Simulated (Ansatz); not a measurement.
# F₂HOY: basis-set convergence

One table from this session's results is given with a row withheld; the runs are named, their logs left out.

Computed with Ansatz 0.2.0, Gaussian basis. Level: one geometry, several basis sets.

Levels to be run: PBE0-D4/def2-SVP; ωB97M-V/def2-SVP; PBE0-D4/def2-QZVPP; ωB97M-V/def2-QZVPP; the functionals' def2-TZVPP values are taken from earlier runs.

### Structure used throughout

An earlier PBE0-D4 in a triple-zeta def2 set relaxation fixed the geometry. Y takes the def2 core potential; no spin-orbit term is included.

5 atoms, charge 0, spin multiplicity 1.

Atoms are counted from 1 here; the program's logs count them from 0.

Bond lengths: O1–Y2 2.010 Å, O1–H5 0.952 Å, Y2–F3 2.006 Å, Y2–F4 2.006 Å. Angles: Y2–O1–H5 180.0°, O1–Y2–F3 120.4°, O1–Y2–F4 120.5°, F3–Y2–F4 119.1°.

Set-up of the first run:

The input, in.yaml:

```yaml
crystal:
  periodic: [false, false, false]
  atoms:
    - {symbol: O, position_ang: [-0.460547, 1.242381, -0.517136]}
    - {symbol: Y, position_ang: [0.190125, -0.513557, 0.214115]}
    - {symbol: F, position_ang: [1.640821, -0.562807, 1.598950]}
    - {symbol: F, position_ang: [-0.601580, -2.240008, -0.431634]}
    - {symbol: H, position_ang: [-0.768819, 2.074001, -0.864285]}
basis:
  gaussian: {orbitals: def2-SVP}
hamiltonian: {xc: pbe0, dispersion: d4}
output: {orbitals: {seedname: orbitals}}
```

Command:

```bash
$ ansatz run in.yaml --threads 2 --pin off --events-out ev --progress --plain --max-ram 32768MiB --backend cpu
```

Steps of the session up to this table: PBE0-D4 in def2-SVP; ωB97M-V in def2-SVP; PBE0-D4 in def2-QZVPP; ωB97M-V in def2-QZVPP.

One of the session's tables, all rows but one given; the rest of the session is left out.

It belongs to the step «Density functionals: the series». 

| functional | basis | HOMO (eV) | LUMO (eV) |
| --- | --- | --- | --- |
| PBE0-D4 | def2-SVP | -8.60 | -1.92 |
| PBE0-D4 | def2-TZVPP | ? | ? |
| PBE0-D4 | def2-QZVPP | -8.85 | -1.97 |
| ωB97M-V | def2-SVP | -11.08 | -0.57 |
| ωB97M-V | def2-TZVPP | -11.34 | -0.72 |
| ωB97M-V | def2-QZVPP | -11.35 | -0.73 |

Estimate the missing values for PBE0-D4, def2-TZVPP.

The run gave: HOMO (eV): -8.83; LUMO (eV): -2.00. In the column «HOMO (eV)» it lies between PBE0-D4, def2-QZVPP (-8.85) and PBE0-D4, def2-SVP (-8.60).
